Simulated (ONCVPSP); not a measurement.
# Pt: the cost of one run

The numbers are computed with ONCVPSP 4.0.1.1 (patched build) (PBE, scalar-relativistic, spin-unpolarised reference atom).

## Step 1: Starting point

The settings as typed:

| Property | Result |
| --- | --- |
| element | platinum (Pt, Z = 78) |
| type | optimised norm-conserving Vanderbilt (ONCV) |
| frozen core | [Kr] 4d10 4f14 |
| valence charge | 18 |
| reference configuration | 5s2 5p6 5d9 6s1 |
| partial waves | 5s+6s: rc 1.55 bohr, ncon 4, nbas 8, qcut 9 1/bohr, 2 projectors; 5p: rc 1.25 bohr, ncon 3, nbas 7, qcut 6.4 1/bohr, 1 projector; 5d: rc 1.35 bohr, ncon 5, nbas 8, qcut 7.5 1/bohr, 2 projectors, debl 1.2 Ha |
| local potential | polynomial inside 1.15 bohr (lpopt 5, dvloc0 6 Ha) |
| core correction | not asked for |

The nodes and maxima of the atom's own shells, from an earlier all-electron run, set the scale for the radii.

All-electron outer shells of the reference configuration (PBE, scalar-relativistic, ld1.x):

```
shell  level (eV)  outermost node (bohr)  outermost maximum (bohr)
   5s     -101.82                   0.49                      0.87
   4f      -70.08                      –                      0.38
   5p      -56.02                   0.53                      0.98
   5d       -6.14                   0.57                      1.26
   6s       -5.66                   1.14                      2.38
   6p       -0.84                   1.36                      3.69
```

## Step 2: Generating the potential

File Pt.dat:

```
# ATOM AND REFERENCE CONFIGURATION
# atsym  z   nc   nv     iexc    psfile
  Pt 78.00   10    4        4      upf
#
#   n    l    f
    1    0    2.00
    2    0    2.00
    2    1    6.00
    3    0    2.00
    3    1    6.00
    3    2   10.00
    4    0    2.00
    4    1    6.00
    4    2   10.00
    4    3   14.00
    5    0    2.00
    5    1    6.00
    5    2    9.00
    6    0    1.00
#
# PSEUDOPOTENTIAL AND OPTIMIZATION
# lmax
    2
#
#   l,   rc,      ep,       ncon, nbas, qcut
    0    1.55    0.00    4    8    9.00
    1    1.25    0.00    3    7    6.40
    2    1.35    0.00    5    8    7.50
#
# LOCAL POTENTIAL
# lloc, lpopt,  rc(5),   dvloc0
    4    5    1.15    6.00
#
# VANDERBILT-KLEINMAN-BYLANDER PROJECTORs
# l, nproj, debl
    0    2    1.80
    1    1    2.90
    2    2    1.20
#
# MODEL CORE CHARGE
# icmod, fcfact, rcfact
    0    0.00    0.00
#
# LOG DERIVATIVE ANALYSIS
# epsh1, epsh2, depsh
   -5.00    5.00    0.04
#
# OUTPUT GRID
# rlmax, drl
    6.00    0.01
#
# TEST CONFIGURATIONS
# ncnf
    4
# nvcnf
#   n    l    f
    4
    5    0    2.00
    5    1    6.00
    5    2    9.00
    6    0    0.00
#
    4
    5    0    2.00
    5    1    6.00
    5    2    8.00
    6    0    0.00
#
    4
    5    0    2.00
    5    1    6.00
    5    2    7.00
    6    0    0.00
#
    5
    5    0    2.00
    5    1    6.00
    5    2    9.00
    6    0    0.00
    6    1    1.00
#
```

Launch:

```bash
oncvpsp.x < Pt.dat > Pt.out
```

**Question.** How long does this run take on 1 thread of Neoverse-N1, shared host?

About 5.4 s.
